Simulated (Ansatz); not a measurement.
# CH2NOSi: the cost of one run

Program: Ansatz 0.2.0. Level of theory: UKS BLYP-D4/STO-3G. These are calculated values, not measurements.

### Step 1. Starting point

Bond lengths: N1–C2 1.153 Å, C2–Si3 1.828 Å, Si3–O4 1.627 Å, Si3–H5 1.450 Å, O4–H6 0.952 Å. Angles: N1–C2–Si3 170.5°, C2–Si3–O4 107.9°, C2–Si3–H5 116.9°, O4–Si3–H5 114.0°, Si3–O4–H6 124.6°.

Structure file:

```xyz
6

N     1.3513   -2.0774    0.9589
C     0.8733   -1.1330    0.5011
Si    0.1595    0.2257   -0.4913
O    -1.3565    0.4873    0.0373
H     0.9556    1.4306   -0.6228
H    -1.9831    1.0670   -0.3832
```

### Step 2. Relaxing the start

The input, input.yaml:

```yaml
crystal:
  periodic: [false, false, false]
  atoms:
    - { symbol: "N", position_ang: [1.35131, -2.07745, 0.95889] }
    - { symbol: C, position_ang: [0.87329, -1.13305, 0.50108] }
    - { symbol: Si, position_ang: [0.15946, 0.2257, -0.49133] }
    - { symbol: O, position_ang: [-1.35654, 0.48725, 0.03733] }
    - { symbol: H, position_ang: [0.95562, 1.43057, -0.62278] }
    - { symbol: H, position_ang: [-1.98314, 1.06697, -0.38319] }
magnetization:
  spin_polarized: true
  initial_magnetization: 1
basis:
  gaussian: { orbitals: STO-3G }
hamiltonian:
  xc: blyp
  dispersion: d4
relax:
  f_tol: 0.02
  max_steps: 40
output:
  orbitals: {}
```

Started as:

```console
ansatz run input.yaml --threads 1 --pin off --max-ram 2048MiB --backend cpu --events-out ev --progress --plain --runs-dir out
```

Q: Estimate wall time and peak memory on 1 thread of Arm Neoverse V2, shared host.

About 15 s, with a peak of 0.15 GiB.
